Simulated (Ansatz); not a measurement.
BFH3N, SMILES NBF: the interaction energy of a dimer with the counterpoise correction, run with Ansatz 0.2.0, Python API.

The script, `bfh3n_dimer.py`:
```python
"""Binding of a BFH3N dimer at a trial geometry."""

import ansatz as az

FIRST = [
    ("N", (-0.6786, 0.2052, -0.4558)),
    ("B", (0.3654, -0.0857, 0.5305)),
    ("F", (0.1563, 0.231, 1.916)),
    ("H", (-0.9133, -0.6322, -0.9464)),
    ("H", (-0.2987, 0.8628, -1.2098)),
    ("H", (1.3689, -0.5809, 0.1655)),
]
SECOND = [
    ("N", (3.739, -0.534, -0.4807)),
    ("B", (3.6404, 0.0881, 0.8424)),
    ("F", (4.1099, -0.6127, 2.0052)),
    ("H", (4.2474, 0.0689, -1.0931)),
    ("H", (2.7678, -0.6122, -0.9232)),
    ("H", (3.1733, 1.165, 0.9298)),
]

def energy(atoms, ghosts=()):
    molecule = az.Crystal.molecule()
    for symbol, xyz in atoms:
        molecule = molecule.atom(symbol, xyz)
    calc = (
        molecule.calculation()
        .basis(gaussian="cc-pVDZ")
        .functional("pbe", dispersion="d3bj")
    )
    deck = calc.input()
    if ghosts:
        deck = deck.set(az.key.basis.gaussian.ghost_atoms, [{"symbol": s, "position_ang": list(xyz)} for s, xyz in ghosts])
    return az.Session.from_dict(deck).plan().execute().report["free_energy_ev"]


def main() -> None:
    # ghost atoms carry the functions of the partner
    both = energy(FIRST + SECOND)
    alone = energy(FIRST) + energy(SECOND)
    ghosted = energy(FIRST, SECOND) + energy(SECOND, FIRST)
    print(f"dimer {both:.6f} eV")
    print(f"interaction, uncorrected   {96.485332 * (both - alone):8.3f} kJ/mol")
    print(f"interaction, counterpoise  {96.485332 * (both - ghosted):8.3f} kJ/mol")
    print(f"basis-set superposition    {96.485332 * (alone - ghosted):8.3f} kJ/mol")


if __name__ == "__main__":
    main()
```

How large is the interaction at this pose, and how much of it is basis-set superposition?

Uncorrected it is 1.483 kJ/mol, with the counterpoise correction 6.804 kJ/mol; the difference, 5.32 kJ/mol, is the superposition error. In this basis both values are repulsive.

What the script printed:

Running `python bfh3n_dimer.py` prints:
```text
dimer -9855.972617 eV
interaction, uncorrected      1.483 kJ/mol
interaction, counterpoise     6.804 kJ/mol
basis-set superposition       5.321 kJ/mol
```

Reading the output:
- Total energies depend on the basis set; only differences at equal settings carry meaning.
- The dimer is a generated trial pose of unrelaxed monomers, not a minimum, so the figure is no binding energy, and the basis set is small.
- Timing: 8.5 s on 1 thread of Arm Neoverse V2 (shared host), peak memory 0.2 GiB.

(Lines on the test bed's own set-up are left out of the output.)
